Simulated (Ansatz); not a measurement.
# BH7OSSi2: how energies converge with the basis set

How large a basis does BH7OSSi2 need? Two functionals are run in growing sets.

Computed with Ansatz 0.2.0, Gaussian basis. Level: one geometry, several basis sets.

The runs, in order: PBE0-D4/def2-SVP; ωB97M-V/def2-SVP; PBE0-D4/def2-QZVPP; ωB97M-V/def2-QZVPP; the functionals' def2-TZVPP values are taken from earlier runs.

**1. Structure used throughout**

All runs share one geometry, relaxed beforehand with PBE0-D4 in a triple-zeta def2 set.

SMILES `[SiH3]O[SiH2]BS`, 12 atoms, charge 0, spin multiplicity 1.

Atoms are counted from 1 here; the program's logs count them from 0.

Bond lengths: Si1–O2 1.637 Å, Si1–H6 1.487 Å, Si1–H7 1.483 Å, Si1–H8 1.487 Å, O2–Si3 1.651 Å, Si3–B4 1.999 Å, Si3–H9 1.492 Å, Si3–H10 1.492 Å, B4–S5 1.760 Å, B4–H11 1.194 Å, S5–H12 1.348 Å. Angles: O2–Si1–H6 110.4°, O2–Si1–H7 107.8°, O2–Si1–H8 110.4°, H6–Si1–H7 109.6°, H6–Si1–H8 109.0°, H7–Si1–H8 109.6°, Si1–O2–Si3 142.0°, O2–Si3–B4 108.2°, O2–Si3–H9 109.1°, O2–Si3–H10 109.1°, B4–Si3–H9 111.6°, B4–Si3–H10 111.6°, H9–Si3–H10 107.3°, Si3–B4–S5 120.4°, Si3–B4–H11 124.4°, S5–B4–H11 115.2°, B4–S5–H12 98.7°.

**2. PBE0-D4 in def2-SVP**

Contents of in.yaml:

```yaml
crystal:
  periodic: [false, false, false]
  atoms:
    - {symbol: Si, position_ang: [-1.232624, 0.661499, 1.737748]}
    - {symbol: O, position_ang: [-0.384547, 0.140005, 0.438451]}
    - {symbol: Si, position_ang: [1.085497, 0.283331, -0.298925]}
    - {symbol: B, position_ang: [1.087565, -0.885312, -1.921020]}
    - {symbol: S, position_ang: [-0.334609, -1.834272, -2.336942]}
    - {symbol: H, position_ang: [-1.404678, 2.137156, 1.685801]}
    - {symbol: H, position_ang: [-2.562003, 0.003921, 1.705685]}
    - {symbol: H, position_ang: [-0.527233, 0.300375, 2.995543]}
    - {symbol: H, position_ang: [2.154285, -0.112258, 0.664026]}
    - {symbol: H, position_ang: [1.315906, 1.714180, -0.653223]}
    - {symbol: H, position_ang: [2.012758, -1.001006, -2.666962]}
    - {symbol: H, position_ang: [-1.133418, -1.462717, -1.316284]}
basis:
  gaussian: {orbitals: def2-SVP}
hamiltonian: {xc: pbe0, dispersion: d4}
output: {orbitals: {seedname: orbitals}}
```

Run with:

```
$ ansatz run in.yaml --threads 4 --pin off --events-out ev --progress --plain --max-ram 10444MiB
```

After this run come: ωB97M-V in def2-SVP; PBE0-D4 in def2-QZVPP; ωB97M-V in def2-QZVPP.

Before running them: what should the planned runs give, taken together? Wanted: PBE0-D4: double and triple zeta above quadruple; ωB97M-V: double and triple zeta above quadruple.

**Answer**, as computed:

| quantity | value |
| --- | --- |
| PBE0-D4: double and triple zeta above quadruple | 13.84, 1.05 eV |
| ωB97M-V: double and triple zeta above quadruple | 13.90, 0.97 eV |

In words: For PBE0-D4 the step from double to triple zeta gains 12.79 eV and the next only 1.05 eV. These are total energies; as a rule much of such shifts cancels in differences, which this series doesn't test.
